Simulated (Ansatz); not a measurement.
This script drives the Python package of Ansatz (0.2.0).

Script `opt.py`:
```python
import ansatz as az
import numpy as np

BASIS_SET = 'def2-SVP'
FUNCTIONAL = 'hf'


def main() -> None:
    geometry_ang = [
        ('F', [0.7735, 1.5447, -0.0393]),
        ('C', [-0.0708, 0.5525, 0.3106]),
        ('I', [-1.423, 0.8658, 1.8204]),
        ('C', [0.1129, -0.6034, -0.3294]),
        ('Br', [1.2211, -0.9667, -1.7331]),
        ('H', [-0.5717, -1.4568, -0.0754]),
    ]
    geometry = az.Crystal.molecule()
    for symbol, xyz in geometry_ang:
        geometry = geometry.atom(symbol, xyz)

    calc = (
        geometry.calculation()
        .basis(gaussian=BASIS_SET)
        .functional(FUNCTIONAL)
    )
    symbols = [site.symbol for site in geometry.cartesian_sites]
    start = np.array([site.position_ang for site in geometry.cartesian_sites], dtype=float)
    def progress(event):
        if event['event'] == 'relax_step':
            row = event['data']
            print(f'step {row["step"]:3d}  E = {row["lagrangian_ev"]:.6f} eV  max force {row["allowed_force_max_ev_ang"]:.4f} eV/A')


    rep = calc.relax(force_tolerance=0.02, max_steps=100).session().plan().execute(on_event=progress).report
    end = np.array(rep['positions_ang'])

    for key in ('converged', 'free_energy_ev', 'reference_energy_ev', 'n_frozen', 'n_occupied', 'n_virtual'):
        print(f'{key:22s} {rep[key]}')

    print('bond        before    after (A)')
    for i, j in [(0, 1), (1, 2), (1, 3), (3, 4), (3, 5)]:
        d0, d1 = (np.linalg.norm(xyz[i] - xyz[j]) for xyz in (start, end))
        print(f'{symbols[i]}{i}-{symbols[j]}{j}'.ljust(10), f'{d0:8.4f} {d1:8.4f}')
    for i, j, k in [(0, 1, 2), (0, 1, 3), (2, 1, 3), (1, 3, 4), (1, 3, 5), (4, 3, 5)]:
        u, v = end[i] - end[j], end[k] - end[j]
        print(f'angle {symbols[i]}{i}-{symbols[j]}{j}-{symbols[k]}{k}: {np.degrees(np.arccos(np.clip(u @ v / np.linalg.norm(u) / np.linalg.norm(v), -1, 1))):.2f} deg')
    with open('c2hbrfi_opt.xyz', 'w') as handle:
        handle.write(f'{len(symbols)}\nrelaxed C2HBrFI\n')
        handle.writelines(f'{s:2s} {x:11.6f} {y:11.6f} {z:11.6f}\n' for s, (x, y, z) in zip(symbols, end))


if __name__ == '__main__':
    main()
```

It is started by `python opt.py`. How long does it take on 1 thread of Arm Neoverse V1, on a shared host, and how much memory does it need?

It took about 34 s, with a peak of 0.33 GiB, for 1 run of the engine.

`python opt.py` gives:
```text
step   1  E = -82839.731757 eV  max force 2.9800 eV/A
step   2  E = -82839.796364 eV  max force 2.4601 eV/A
step   3  E = -82839.886285 eV  max force 1.4406 eV/A
step   4  E = -82839.982178 eV  max force 0.1613 eV/A
step   5  E = -82839.983525 eV  max force 0.0436 eV/A
step   6  E = -82839.983620 eV  max force 0.0568 eV/A
step   7  E = -82839.983737 eV  max force 0.0069 eV/A
converged              True
free_energy_ev         -82839.98373667194
reference_energy_ev    -82839.98373667194
n_frozen               0
n_occupied             [41, 41]
n_virtual              [64, 64]
bond        before    after (A)
F0-C1        1.3490   1.3042
C1-I2        2.0509   2.0925
C1-C3        1.3340   1.3146
C3-Br4       1.8250   1.8765
C3-H5        1.1232   1.0769
angle F0-C1-I2: 113.26 deg
angle F0-C1-C3: 123.22 deg
angle I2-C1-C3: 123.52 deg
angle C1-C3-Br4: 122.64 deg
angle C1-C3-H5: 121.71 deg
angle Br4-C3-H5: 115.66 deg
```

File `c2hbrfi_opt.xyz` afterwards:
```text
6
relaxed C2HBrFI
F     0.720433    1.547657   -0.009059
C    -0.033903    0.523894    0.280442
I    -1.390045    0.907778    1.827078
C     0.051794   -0.632106   -0.339634
Br    1.277373   -0.949209   -1.724741
H    -0.583652   -1.461913   -0.080286
```

Total energies depend on the basis set; only differences at equal settings carry meaning. The end point is the stationary point reached from this start; no frequency run checks that it is a minimum, and the basis set is modest. def2 sets replace the cores of elements past krypton by effective core potentials.

(Lines on the test bed's own set-up are left out of the output.)
